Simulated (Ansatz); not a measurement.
# HMoO: the cost of one run

Method: def2-SVP, all electrons in the functionals, frozen cores in the correlation of double hybrids and RPA; program: Ansatz 0.2.0, Gaussian basis.

To be run: wB97M-V, HSE06, B2PLYP, RPA-PBE, at charge 0, doublet; charge 0, quartet; charge 1, singlet; charge 1, triplet; displaced geometry v1; displaced geometry v2 (not every functional at every point).

15 further runs of the same task are left out: 7 that didn't finish, 8 set aside as unsound or not needed. Runs told in other sessions of the task aren't counted.

## Step 1: What is computed

The geometry is a PBE0/def2-TZVP stationary point (not a proven minimum). No spin-orbit coupling is included. Elements past krypton take def2 core potentials.

3 atoms, charge 0, spin multiplicity 2.

Atoms are counted from 1 here; the program's logs count them from 0.

Bond lengths: Mo1–O2 1.645 Å, Mo1–H3 1.722 Å. Angles: O2–Mo1–H3 112.1°.

No dispersion term is added; wB97M-V holds VV10 nonlocal correlation. HSE06 is the plane-wave form.

The geometry shown and the zero of energy belong to the point charge 0, doublet. The yardstick, UCCSD(T), and other wave-function levels (R restricted, U unrestricted, valence and pair active spaces) come from earlier runs.

## Step 2: wB97M-V, charge 0, doublet

Input file in.yaml:

```yaml
crystal:
  periodic: [false, false, false]
  atoms:
    - {symbol: Mo, position_ang: [0.000000, -0.033589, 0.225249]}
    - {symbol: O, position_ang: [0.000000, 0.106921, -1.414198]}
    - {symbol: H, position_ang: [0.000000, 1.499931, 1.007894]}
basis:
  gaussian: {orbitals: def2-SVP}
magnetization: {spin_polarized: true, initial_magnetization: 1}
hamiltonian: {xc: {name: wB97M-V}}
output: {forces: true, orbitals: {seedname: orbitals}}
```

Run with:

```bash
> ansatz run in.yaml --threads 1 --pin off --events-out ev --progress --plain --max-ram 2393MiB
```

**Question.** How long does this run take on 1 thread of Arm Neoverse V1, shared host, and how much memory does it need?

About 93 s, with a peak of 0.26 GiB.
